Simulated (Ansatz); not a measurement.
This script drives the Python package of Ansatz (0.2.0).

`run_formation.py`
```python
"""Formation energy of Sr3Ag from the elements, after relaxing cells and atoms."""

from collections import Counter
import logging
import sys

import ansatz as az
import numpy as np

logging.basicConfig(stream=sys.stdout, format="%(name)s: %(message)s")
logger = logging.getLogger("sr3ag")
logger.setLevel(logging.INFO)

XC = "pbe"
CUTOFF_EV = 510
MAX_SCF = 80
K_SPACING = 0.14
OCCUPATIONS = "fermi_dirac"
SIGMA = 0.1


def ground_state(name, crystal):
    calc = (
        crystal.calculation()
        .functional(XC)
        .basis(CUTOFF_EV)
        .scf(max_iterations=MAX_SCF)
        .kpoints(spacing=K_SPACING)
        .occupations(OCCUPATIONS, width=SIGMA)
        .stress()
    )
    calc = calc.relax(force_tolerance=0.02, max_steps=30, cell=True)
    return calc.run(threads=1, backend="cpu")


def counts(outcome):
    return Counter(site.symbol for site in outcome.lattice.sites)

def formation_energy(outcome, mu):
    n = counts(outcome)
    return (outcome.report["energy_sigma0_ev"] - sum(k * mu[element] for element, k in n.items())) / sum(n.values())


def volume_per_atom(outcome):
    return abs(np.linalg.det(outcome.lattice.cell_ang)) / len(outcome.lattice.sites)

phases = {}
sr3ag = (
    az.Lattice.cubic(5.490875)
    .space_group(221)
    .atom("Sr", [0.0, 0.5, 0.5])
    .atom("Ag", [0.0, 0.0, 0.0])
)
phases["Sr3Ag"] = sr3ag
sr = (
    az.Lattice.fcc(6.0847)
    .space_group(225)
    .atom("Sr", [0.0, 0.0, 0.0])
    .primitive()
)
phases["Sr"] = sr
ag = (
    az.Lattice.from_parameters(2.888885, 2.888885, 2.888885, alpha=60.0, beta=60.0, gamma=60.0)
    .atom("Ag", [0.0, 0.0, 0.0])
)
phases["Ag"] = ag

done = {name: ground_state(name, crystal) for name, crystal in phases.items()}

# chemical potentials of the elements at zero temperature
references = {"Sr": "Sr", "Ag": "Ag"}
mu = {element: done[name].report["energy_sigma0_ev"] / len(done[name].lattice.sites) for element, name in references.items()}

target = done["Sr3Ag"]
heat = formation_energy(target, mu)
n = counts(target)
print("cell content:", dict(n), " volume", round(volume_per_atom(target), 3), "A^3/atom")
print("formation energy", round(heat, 4), "eV/atom,", round(heat * sum(n.values()), 4), "eV per cell")
print("bound against the elements" if heat < 0 else "unbound against the elements")
```

It is started by `python run_formation.py`. Estimate its wall time and peak memory on 1 thread of Arm Neoverse V1, on a shared host.

It took about 83 s, with a peak of 0.59 GiB, for 3 runs of the engine.

Running `python run_formation.py` prints:
```text
cell content: {<Element.SR: 'Sr'>: 3, <Element.AG: 'Ag'>: 1}  volume 40.993 A^3/atom
formation energy 0.0246 eV/atom, 0.0982 eV per cell
unbound against the elements
```

The cells come from databases of deposited and of computed structures, and not all need be stable phases. The compound is the structure given, not necessarily its lowest; energies are at zero temperature, with no correction for gases. A semilocal functional's error on such energies is often 0.05 to 0.1 eV an atom, and 0.1 to 0.3 eV against gases such as O2 or F2.
